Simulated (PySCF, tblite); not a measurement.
# C7H10N radical: geometry, infrared bands and EPR parameters

Aim: predict the infrared bands and EPR parameters of C7H10N radical (`CN[C@@H]1[C@@H]2[CH][C@H]3[C@@H]2[C@H]31`).

Programs: tblite 0.8.0 and PySCF 2.14.0, with density-fitted response routines of our own. Each step states its level of theory. These are calculated values for one molecule in the gas phase, unless marked as measured. Atoms are numbered from 0 throughout.

## Step 1: The starting structure

18 atoms, charge 0, multiplicity 2; geometry from: force field or distance geometry start.

Bonds of the start (Å): C0–N1 1.47, N1–C2 1.47, C2–C3 1.62, C3–C4 1.49, C4–C5 1.45, C5–C6 1.47, C6–C7 1.49, C7–C2 1.50, C6–C3 1.46, C7–C5 1.53, C0–H8 1.09, C0–H9 1.10, C0–H10 1.09, N1–H11 1.01, C2–H12 1.09, C3–H13 1.09, C4–H14 1.09, C5–H15 1.08, C6–H16 1.07, C7–H17 1.07.

## Step 2: Geometry optimisation with GFN2-xTB

The job: settings as JSON, then the geometry in Å.

```
{"job": {"kind": "relax", "xc": "GFN2-xTB", "basis": "xTB"}, "charge": 0, "multiplicity": 2}
C      2.587900     0.184900    -0.024900
N      1.366700    -0.223200    -0.733100
C      0.365600    -0.642600     0.255400
C     -1.020000    -0.895000    -0.546200
C     -1.625600     0.273500    -1.244600
C     -1.572100     1.004200     0.002500
C     -1.629900    -0.318200     0.646800
C     -0.407500     0.502400     0.850200
H      3.354400     0.450000    -0.753900
H      2.397200     1.062500     0.612700
H      2.976900    -0.624500     0.592200
H      1.053500     0.526200    -1.329800
H      0.647000    -1.445900     0.942000
H     -1.277900    -1.903200    -0.879200
H     -2.472100     0.241100    -1.923300
H     -2.285000     1.752400     0.318400
H     -2.301700    -0.743100     1.358800
H     -0.166100     0.805000     1.844400
```

Started as:

```bash
> OMP_NUM_THREADS=1 python probes_run.py task.json out
```

The driver reads the jobs from task.json and runs them one after another.

**Question.** This job is followed by: GFN2-xTB harmonic vibrations, gas phase; UKS B3LYP, pcH-1 on C H N, non-relativistic, mean-field spin-orbit, GIAO. Predict these results of the whole session: strongest single infrared mode (GFN2-xTB); zero-point energy (GFN2-xTB); g(iso) (B3LYP); ⟨S²⟩; largest a(iso) (averaged by class); potential on the surface of density 0.002 e/bohr³, 1st and 99th percentile.

The runs gave:

| quantity | value |
| --- | --- |
| strongest single infrared mode (GFN2-xTB) | 2870 cm⁻¹, 82 km/mol |
| zero-point energy (GFN2-xTB) | 94.4 kcal/mol |
| g(iso) (B3LYP) | 2.00258 |
| ⟨S²⟩ | 0.754 (exact 0.75) |
| largest a(iso) (averaged by class) | 13C on C4, 136.7 MHz |
| potential on the surface of density 0.002 e/bohr³, 1st and 99th percentile | -1.70 V and 0.85 V |

What this shows: Relaxing lowered the energy by 1.471 eV in 73 steps; the close pair that moved most is C3–C6, from 1.459 to 1.558 Å. All 48 modes are real, so the xTB geometry is a minimum. The strongest single mode, at 2870 cm⁻¹, moves mainly H9. Unscaled tight-binding wavenumbers are off by several per cent, some by more. Its intensities can rank the bands wrongly. C4 carries the largest spin population, 0.93 e. The isotropic g lies 0.3 ppt above the free-electron value. The conformer search found further structures of the same energy, which may be mirror or relabelled copies of this one.
